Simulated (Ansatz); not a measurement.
**AlH8N3: a nudged elastic band in two tries**

Wanted: a band of images between two relaxed ends, and a check that the input is sound.

Program: Ansatz 0.2.0. Level of theory: RKS B3LYP-D4/6-31G*. These are calculated values, not measurements.

## 1. The structure to begin with

Bond lengths: Al1–N2 1.785 Å, N2–H3 1.012 Å, N2–H4 1.011 Å, Al1–N5 1.782 Å, N5–H6 1.011 Å, N5–H7 1.011 Å, Al1–N8 1.783 Å, N8–H9 1.011 Å, N8–H10 1.011 Å. Angles: Al1–N2–H3 125.0°, Al1–N2–H4 124.9°, H3–N2–H4 110.1°, N2–Al1–N5 119.6°, N2–Al1–N8 120.0°, N5–Al1–N8 120.4°, Al1–N5–H6 124.9°, Al1–N5–H7 124.9°, H6–N5–H7 110.2°, Al1–N8–H9 125.1°, Al1–N8–H10 124.7°, H9–N8–H10 110.2°.

As a file:

```xyz
12

Al   -0.1054   -0.2923   -0.0394
N    -0.1787   -0.0731    1.7310
H    -1.0292    0.0471    2.2653
H     0.6206   -0.0926    2.3503
N     1.4312   -0.0159   -0.8985
H     1.6501   -0.3689   -1.8204
H     2.2064    0.5239   -0.5373
N    -1.5705   -0.7611   -0.9401
H    -2.3833   -1.2070   -0.5361
H    -1.7130   -0.6045   -1.9290
H     0.0841    3.2924    1.8097
H     0.0216    2.5510    1.7509
```

## 2. First try

Input file input.yaml:

```yaml
crystal:
  periodic: [false, false, false]
  atoms:
    - { symbol: Al, position_ang: [-0.105361, -0.29235, -0.039392] }
    - { symbol: "N", position_ang: [-0.178694, -0.073061, 1.731015] }
    - { symbol: H, position_ang: [-1.029164, 0.04712, 2.265304] }
    - { symbol: H, position_ang: [0.620584, -0.092629, 2.350315] }
    - { symbol: "N", position_ang: [1.431186, -0.01588, -0.898504] }
    - { symbol: H, position_ang: [1.650093, -0.368929, -1.820422] }
    - { symbol: H, position_ang: [2.206368, 0.523884, -0.537322] }
    - { symbol: "N", position_ang: [-1.570459, -0.761087, -0.940138] }
    - { symbol: H, position_ang: [-2.383254, -1.207004, -0.536073] }
    - { symbol: H, position_ang: [-1.713004, -0.604484, -1.928959] }
    - { symbol: H, position_ang: [0.084138, 3.292355, 1.809656] }
    - { symbol: H, position_ang: [0.021568, 2.550965, 1.750919] }
magnetization:
  spin_polarized: true
  initial_magnetization: 1
basis:
  gaussian: { orbitals: "6-31G*" }
hamiltonian:
  xc: b3lyp
  dispersion: d4
neb:
  order_check: false
  images: 5
  f_tol: 0.05
  max_iterations: 8
  final_atoms:
    - { symbol: Al, position_ang: [-0.11521464, 0.72873592, -0.15566455] }
    - { symbol: "N", position_ang: [-0.13359611, 0.39718684, 1.89294367] }
    - { symbol: H, position_ang: [-0.90638498, -0.24632947, 2.06602436] }
    - { symbol: H, position_ang: [0.7435394, -0.05921541, 2.14331053] }
    - { symbol: "N", position_ang: [1.53058682, 0.02232487, -0.52850664] }
    - { symbol: H, position_ang: [1.62635288, -0.79355356, -1.12416459] }
    - { symbol: H, position_ang: [2.2970478, 0.65066568, -0.7485896] }
    - { symbol: "N", position_ang: [-1.57923806, -0.28021664, -0.58873289] }
    - { symbol: H, position_ang: [-1.48777485, -1.16557154, -1.07666513] }
    - { symbol: H, position_ang: [-2.39107537, 0.19474833, -0.97102855] }
    - { symbol: H, position_ang: [-0.29247823, 2.32510561, -0.17616552] }
    - { symbol: H, position_ang: [-0.25776367, 1.22501936, 2.47363789] }
  initial_path:
    images:
      - { positions_ang: [[-0.105361, -0.29235, -0.039392], [-0.178694, -0.073061, 1.731015], [-1.029164, 0.04712, 2.265304], [0.620584, -0.092629, 2.350315], [1.431186, -0.01588, -0.898504], [1.650093, -0.368929, -1.820422], [2.206368, 0.523884, -0.537322], [-1.570459, -0.761087, -0.940138], [-2.383254, -1.207004, -0.536073], [-1.713004, -0.604484, -1.928959], [0.084138, 3.292355, 1.809656], [0.021568, 2.550965, 1.750919]] }
      - { positions_ang: [[-0.06823346, -0.20046206, -0.02004104], [-0.11251347, 0.00216926, 1.91477511], [-0.96782472, -0.00350894, 2.45630994], [0.71082185, 0.10127741, 2.49464213], [1.50814286, -0.02326457, -0.9165216], [1.81843973, -0.56516399, -1.59337867], [2.16534543, 0.6391835, -0.79221971], [-1.60087518, -0.55357421, -0.93500446], [-2.35702296, -1.1263908, -0.61075006], [-1.78854624, -0.19606021, -1.82270752], [-0.13825109, 2.75668718, 1.36747017], [-0.13548176, 2.16800742, 1.66382472]] }
      - { positions_ang: [[-0.03110591, -0.10857412, -0.00069008], [-0.04633293, 0.07739953, 2.09853522], [-0.90648544, -0.05413787, 2.64731588], [0.8010597, 0.29518382, 2.63896925], [1.58509972, -0.03064913, -0.93453921], [1.98678646, -0.76139897, -1.36633535], [2.12432287, 0.75448299, -1.04711742], [-1.63129136, -0.34606142, -0.92987091], [-2.33079191, -1.04577761, -0.68542713], [-1.86408848, 0.21236358, -1.71645604], [-0.36064019, 2.22101936, 0.92528434], [-0.29253152, 1.78504983, 1.57673043]] }
      - { positions_ang: [[0.00602163, -0.01668618, 0.01866088], [0.0198476, 0.15262979, 2.28229533], [-0.84514616, -0.10476681, 2.83832183], [0.89129755, 0.48909024, 2.78329638], [1.66205659, -0.0380337, -0.95255681], [2.15513319, -0.95763396, -1.13929202], [2.0833003, 0.86978249, -1.30201513], [-1.66170754, -0.13854863, -0.92473737], [-2.30456087, -0.96516441, -0.76010419], [-1.93963071, 0.62078738, -1.61020456], [-0.58302928, 1.68535155, 0.48309851], [-0.44958128, 1.40209225, 1.48963615]] }
      - { positions_ang: [[-0.03439046, 0.23178786, -0.0394476], [-0.0313003, 0.23414881, 2.15251144], [-0.8655591, -0.15195436, 2.58088934], [0.84204483, 0.30632169, 2.56996776], [1.61823333, -0.01791418, -0.81120676], [1.97887308, -0.90294049, -1.13424955], [2.15454947, 0.79674355, -1.11753995], [-1.63421772, -0.1857713, -0.81273587], [-2.03229886, -1.03196679, -0.8656245], [-2.09011226, 0.47877436, -1.39714589], [-0.48617893, 1.8986029, 0.26334384], [-0.38564208, 1.34306795, 1.81763673]] }
      - { positions_ang: [[-0.07480255, 0.48026189, -0.09755607], [-0.08244821, 0.31566782, 2.02272756], [-0.88597204, -0.19914192, 2.32345685], [0.79279211, 0.12355314, 2.35663915], [1.57441008, 0.00220535, -0.6698567], [1.80261298, -0.84824703, -1.12920707], [2.22579863, 0.72370462, -0.93306477], [-1.60672789, -0.23299397, -0.70073438], [-1.76003685, -1.09876916, -0.97114481], [-2.24059382, 0.33676134, -1.18408722], [-0.38932858, 2.11185425, 0.04358916], [-0.32170288, 1.28404366, 2.14563731]] }
      - { positions_ang: [[-0.11521464, 0.72873592, -0.15566455], [-0.13359611, 0.39718684, 1.89294367], [-0.90638498, -0.24632947, 2.06602436], [0.7435394, -0.05921541, 2.14331053], [1.53058682, 0.02232487, -0.52850664], [1.62635288, -0.79355356, -1.12416459], [2.2970478, 0.65066568, -0.7485896], [-1.57923806, -0.28021664, -0.58873289], [-1.48777485, -1.16557154, -1.07666513], [-2.39107537, 0.19474833, -0.97102855], [-0.29247823, 2.32510561, -0.17616552], [-0.25776367, 1.22501936, 2.47363789]] }
```

Started as:

```console
$ ansatz run input.yaml --threads 1 --pin off --max-ram 2048MiB --backend cpu --events-out ev --progress --plain --runs-dir out
```

Before running it: what results should come out? Wanted: first try.

As calculated:

| quantity | value |
| --- | --- |
| first try | refused |
| cause | the number of unpaired electrons doesn't fit the number of electrons: even goes with even, odd with odd |

The fault in the first input was caught at the input check and cost nothing.
